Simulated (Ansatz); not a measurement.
**SiF2 (element-swapped structure): how the settings move a single-point run**

Method: reference: DFT r2SCAN, plane waves, PAW, scalar-relativistic, no spin polarisation, in Ansatz 0.2.0.

## (1) The starting structure

Symmetry: P-3m1, No. 164, trigonal system. The conventional cell has a = 3.255 Å, b = 3.255 Å, c = 5.103 Å, α = 90.00°, β = 90.00°, γ = 120.00°. Si (site symmetry -3m) has 6 F at 2.32 Å as nearest neighbours. F (site symmetry 3m) has 3 Si at 2.32 Å as nearest neighbours.

As a file:

```xyz
3
Lattice="3.2553 0.0000 0.0000 -1.6276 2.8191 0.0000 0.0000 0.0000 5.1035" Properties=species:S:1:pos:R:3 pbc="T T T"
Si    0.0000    0.0000    0.0000
F     0.0000    1.8794    1.3524
F     1.6276    0.9397    3.7511
```

## (2) Reference

The input, input.yaml:

```yaml
crystal:
  lattice:
    - [3.255272, 0.0, 0.0]
    - [-1.627636, 2.819149, 0.0]
    - [0.0, 0.0, 5.103475]
  atoms:
    - { symbol: Si, position: [0.0, 0.0, 0.0] }
    - { symbol: F, position: [0.33333, 0.66667, 0.265] }
    - { symbol: F, position: [0.66667, 0.33333, 0.735] }
  symmetry: { tolerance: 0.0003 }
kpoints:
  mp_grid: { grid: [6, 6, 4], shift: [0, 0, 0] }
magnetization:
  spin_polarized: false
scf:
  occupations: { method: cold, width: 0.1383 }
hamiltonian:
  pseudopotentials: { kind: paw }
  xc: r2scan
basis:
  ecutwfc: 500
output:
  forces: true
  stress: true
  eigenvalues: true
```

Launch:

```bash
ansatz run input.yaml --threads 1 --pin off --max-ram 2560MiB --backend cpu --events-out ev --progress --plain --runs-dir out
```

**Question.** How long does this run take on 1 thread of Arm Neoverse V1, shared host, and how much memory does it need?

About 3.2 s, with a peak of 0.37 GiB.
